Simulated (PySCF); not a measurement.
# Ga: excitation energy in x2c-QZVPPall plus 1 even-tempered diffuse shell per l

Aim: the excitation energy of gallium from differences of total energies, at each level of theory, and how far each lands from the tabulated value where there is one.

Method: unrestricted determinants in a Gaussian basis, no spin-orbit coupling in the energies. Code: PySCF 2.14.0.

## (1) Starting point

| Property | Result |
| --- | --- |
| Element | gallium (Z = 31) |
| Basis | x2c-QZVPPall with one added diffuse shell each of s, p, d, f type (12s8p6d5f1g, 110 functions) |
| Hamiltonian | the spin-free X2C one-electron Hamiltonian (Gaussian nucleus) |
| State 1 | Ga: [Ar] 3d10 4s1 4p1 4d1, one real determinant (an excited configuration) |
| Needed too, but not shown | Ga [Ar] 3d10 4s2 4p1 (2P) |
| Methods | UHF, LDA, PBE, PBE0, r2SCAN, r2SCANh, LC-wPBE, M06-L, MP2 |
| Core shells frozen in the correlated runs | valence: [Ar] 3d10; valence and next inner shell: [Ne] (for Ga) |

Outer shells as boxes (Hund's rule):

Ga [Ar] 3d10 4s1 4p1 4d1
```
[Ar] core
3d [↑↓][↑↓][↑↓][↑↓][↑↓]
4s [↑ ]
4p [↑ ][  ][  ]
4d [↑ ][  ][  ][  ][  ]
```

One driver process ran all states and methods and kept the integrals in memory. Each run is shown as a PySCF script that sums up its settings (the driver passes frozen orbitals as a list and adds second-order terms of double hybrids); the logs are those of the runs themselves. The driver starts from symmetry-adapted Hartree-Fock orbitals, holds the occupation by maximum overlap and uses a logarithmic radial grid for functionals, so a plain start would take other cycles.

The driver's launch:

```
$ OMP_NUM_THREADS=1 python atomrun2.py TASK.json OUT
```

The integrals over 110 functions and the set-up took 1.7 s of CPU time.

## (2) Ga [Ar] 3d10 4s1 4p1 4d1: the ladder of methods

**UHF**

The input, input.py:

```python
from pyscf import gto, scf, dft, mp, cc
import basis_set_exchange as bse
mol = gto.M(atom="Ga 0 0 0", charge=0, spin=3, symmetry="D2h",
            basis=gto.basis.parse(bse.get_basis("x2c-QZVPPall", elements=["Ga"], fmt="nwchem", header=False, augment_diffuse=1)),
            nucmod="G")
mf = scf.UHF(mol).sfx2c1e()
mf.irrep_nelec = {'Ag': (6, 5), 'B1g': (1, 1), 'B2g': (2, 1), 'B3g': (1, 1), 'B1u': (2, 2), 'B2u': (3, 2), 'B3u': (2, 2)}
mf.kernel()
```

**LDA**

input.py, as changed from the run before:

```diff
@@ -5,3 +5,3 @@
             nucmod="G")
-mf = scf.UHF(mol).sfx2c1e()
+mf = dft.UKS(mol, xc="LDA,VWN").sfx2c1e()
 mf.irrep_nelec = {'Ag': (6, 5), 'B1g': (1, 1), 'B2g': (2, 1), 'B3g': (1, 1), 'B1u': (2, 2), 'B2u': (3, 2), 'B3u': (2, 2)}
```

**PBE**

input.py, as changed from the run before:

```diff
@@ -5,3 +5,3 @@
             nucmod="G")
-mf = dft.UKS(mol, xc="LDA,VWN").sfx2c1e()
+mf = dft.UKS(mol, xc="PBE").sfx2c1e()
 mf.irrep_nelec = {'Ag': (6, 5), 'B1g': (1, 1), 'B2g': (2, 1), 'B3g': (1, 1), 'B1u': (2, 2), 'B2u': (3, 2), 'B3u': (2, 2)}
```

**PBE0**

input.py, as changed from the run before:

```diff
@@ -5,3 +5,3 @@
             nucmod="G")
-mf = dft.UKS(mol, xc="PBE").sfx2c1e()
+mf = dft.UKS(mol, xc="PBE0").sfx2c1e()
 mf.irrep_nelec = {'Ag': (6, 5), 'B1g': (1, 1), 'B2g': (2, 1), 'B3g': (1, 1), 'B1u': (2, 2), 'B2u': (3, 2), 'B3u': (2, 2)}
```

**r2SCAN**

input.py, as changed from the run before:

```diff
@@ -5,3 +5,3 @@
             nucmod="G")
-mf = dft.UKS(mol, xc="PBE0").sfx2c1e()
+mf = dft.UKS(mol, xc="R2SCAN").sfx2c1e()
 mf.irrep_nelec = {'Ag': (6, 5), 'B1g': (1, 1), 'B2g': (2, 1), 'B3g': (1, 1), 'B1u': (2, 2), 'B2u': (3, 2), 'B3u': (2, 2)}
```

**r2SCANh**

input.py, as changed from the run before:

```diff
@@ -5,3 +5,3 @@
             nucmod="G")
-mf = dft.UKS(mol, xc="R2SCAN").sfx2c1e()
+mf = dft.UKS(mol, xc="HYB_MGGA_XC_R2SCANH").sfx2c1e()
 mf.irrep_nelec = {'Ag': (6, 5), 'B1g': (1, 1), 'B2g': (2, 1), 'B3g': (1, 1), 'B1u': (2, 2), 'B2u': (3, 2), 'B3u': (2, 2)}
```

**LC-wPBE**

input.py, as changed from the run before:

```diff
@@ -5,3 +5,3 @@
             nucmod="G")
-mf = dft.UKS(mol, xc="HYB_MGGA_XC_R2SCANH").sfx2c1e()
+mf = dft.UKS(mol, xc="LC_WPBE").sfx2c1e()
 mf.irrep_nelec = {'Ag': (6, 5), 'B1g': (1, 1), 'B2g': (2, 1), 'B3g': (1, 1), 'B1u': (2, 2), 'B2u': (3, 2), 'B3u': (2, 2)}
```

**M06-L**

input.py, as changed from the run before:

```diff
@@ -5,3 +5,3 @@
             nucmod="G")
-mf = dft.UKS(mol, xc="LC_WPBE").sfx2c1e()
+mf = dft.UKS(mol, xc="M06L").sfx2c1e()
 mf.irrep_nelec = {'Ag': (6, 5), 'B1g': (1, 1), 'B2g': (2, 1), 'B3g': (1, 1), 'B1u': (2, 2), 'B2u': (3, 2), 'B3u': (2, 2)}
```

**MP2 (valence)**

input.py, as changed from the run before:

```diff
@@ -5,4 +5,5 @@
             nucmod="G")
-mf = dft.UKS(mol, xc="M06L").sfx2c1e()
+mf = scf.UHF(mol).sfx2c1e()
 mf.irrep_nelec = {'Ag': (6, 5), 'B1g': (1, 1), 'B2g': (2, 1), 'B3g': (1, 1), 'B1u': (2, 2), 'B2u': (3, 2), 'B3u': (2, 2)}
 mf.kernel()
+mp.UMP2(mf, frozen=14).kernel()
```

## (3) Ga [Ar] 3d10 4s1 4p1 4d1, continued

**MP2 (valence and next inner shell)**

Changes to input.py since step 2:

```diff
@@ -8,2 +8,2 @@
 mf.kernel()
-mp.UMP2(mf, frozen=14).kernel()
+mp.UMP2(mf, frozen=5).kernel()
```

Before running it: what results should come out?

As calculated:

| quantity | value |
| --- | --- |
| excitation energy, Ga → [Ar] 3d10 4s1 4p1 4d1 | UHF 8.983, MP2 (valence and next inner shell) 10.464 eV |

**Reading.** The methods span 1.744 eV, from UHF (8.983) to LDA (10.728). No reference value is at hand in this session. All values hold for this basis alone; no basis-set limit was taken.
